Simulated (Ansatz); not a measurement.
# CH7OPSi: one species, many methods

One table from this session's results is given with a row withheld; the runs are named, their logs left out.

The runs use Ansatz 0.2.0, Gaussian basis; functionals in def2-TZVPP, the program's frozen cores in correlated methods.

Plan: LDA (SPW92), PBE-D4, revPBE-D4, BLYP-D4, r2SCAN-D4, B97M-V, PBE0-D4, B3LYP-D4, r2SCANh-D4, r2SCAN0-D4, HSE06-D4, BHLYP-D4, CAM-B3LYP-D4, LC-ωPBE, ωB97X-V, ωB97M-V, B2PLYP, PBE-QIDH; CCSD(T)/def2-SVP; CCSD(T)/def2-TZVPP; MP2/def2-QZVPP; extrapolation to the limit; RPA on PBE.

## The relaxed structure

All runs share one geometry, relaxed beforehand with PBE0-D4 in a triple-zeta def2 set.

SMILES `OC[SiH2]P`, 11 atoms, charge 0, spin multiplicity 1.

Atoms are counted from 1 here; the program's logs count them from 0.

Bond lengths: O1–C2 1.418 Å, O1–H5 0.962 Å, C2–Si3 1.895 Å, C2–H6 1.100 Å, C2–H7 1.094 Å, Si3–P4 2.259 Å, Si3–H8 1.489 Å, Si3–H9 1.487 Å, P4–H10 1.423 Å, P4–H11 1.422 Å. Angles: C2–O1–H5 108.2°, O1–C2–Si3 113.2°, O1–C2–H6 111.7°, O1–C2–H7 106.4°, Si3–C2–H6 109.9°, Si3–C2–H7 108.9°, H6–C2–H7 106.5°, C2–Si3–P4 112.7°, C2–Si3–H8 109.8°, C2–Si3–H9 110.8°, P4–Si3–H8 107.5°, P4–Si3–H9 106.6°, H8–Si3–H9 109.2°, Si3–P4–H10 94.3°, Si3–P4–H11 94.4°, H10–P4–H11 93.9°.

Set-up of the first run:

Contents of in.yaml:

```yaml
crystal:
  periodic: [false, false, false]
  atoms:
    - {symbol: O, position_ang: [-1.619097, 0.784607, -0.511571]}
    - {symbol: C, position_ang: [-0.546645, 1.093336, 0.363131]}
    - {symbol: Si, position_ang: [0.452483, -0.430755, 0.884316]}
    - {symbol: P, position_ang: [1.172977, -1.645512, -0.878155]}
    - {symbol: H, position_ang: [-1.259574, 0.330930, -1.279305]}
    - {symbol: H, position_ang: [0.124227, 1.851169, -0.067055]}
    - {symbol: H, position_ang: [-0.993606, 1.544921, 1.253718]}
    - {symbol: H, position_ang: [1.652519, -0.005728, 1.657165]}
    - {symbol: H, position_ang: [-0.371491, -1.342459, 1.721380]}
    - {symbol: H, position_ang: [-0.112327, -1.726811, -1.482740]}
    - {symbol: H, position_ang: [1.565933, -0.510597, -1.640186]}
basis:
  gaussian: {orbitals: def2-TZVPP}
hamiltonian: {xc: lda}
output: {orbitals: {seedname: orbitals}}
```

On the command line:

```
> ansatz run in.yaml --threads 4 --pin off --events-out ev --progress --plain --max-ram 10444MiB
```

Steps of the session up to this table: LDA; PBE-D4 (GGA); revPBE-D4 (GGA); BLYP-D4 (GGA); r2SCAN-D4 (meta-GGA); B97M-V (meta-GGA); B3LYP-D4 (hybrid); r2SCANh-D4 (hybrid); r2SCAN0-D4 (hybrid); HSE06-D4 (hybrid); BHLYP-D4 (hybrid); CAM-B3LYP-D4 (range-separated); LC-ωPBE (range-separated); ωB97X-V (range-separated); ωB97M-V (range-separated); B2PLYP (double hybrid); PBE-QIDH (double hybrid).

One of the session's tables, all rows but one given; the rest of the session is left out.

It belongs to the step «Orbital energies across the functionals». 

```
  functional  HOMO (eV)  gap (eV)
 LDA (SPW92)      -6.18      5.24
      PBE-D4      -6.05      5.33
   revPBE-D4      -5.99      5.37
     BLYP-D4      -5.95      5.32
   r2SCAN-D4      -6.34      5.95
      B97M-V      -6.49      5.92
     PBE0-D4      -7.42      7.58
    B3LYP-D4      -7.21      7.10
  r2SCANh-D4      -6.86      6.78
  r2SCAN0-D4          ?         ?
    HSE06-D4      -7.02      6.80
    BHLYP-D4      -8.53      9.47
CAM-B3LYP-D4      -8.75      9.82
     LC-ωPBE     -10.08     12.38
     ωB97X-V      -9.74     11.86
     ωB97M-V      -9.59     11.38
```

Estimate the missing values for r2SCAN0-D4.

Worked estimate for «HOMO (eV)». Against the share of exact exchange, r2SCAN-D4 (0, -6.34), r2SCANh-D4 (0.1, -6.86) give a slope of -5.20 per unit share; at 0.25 the line stands at -7.64.

The run gave: HOMO (eV): -7.60; gap (eV): 7.97. In «HOMO (eV)» the line misses by -0.04.
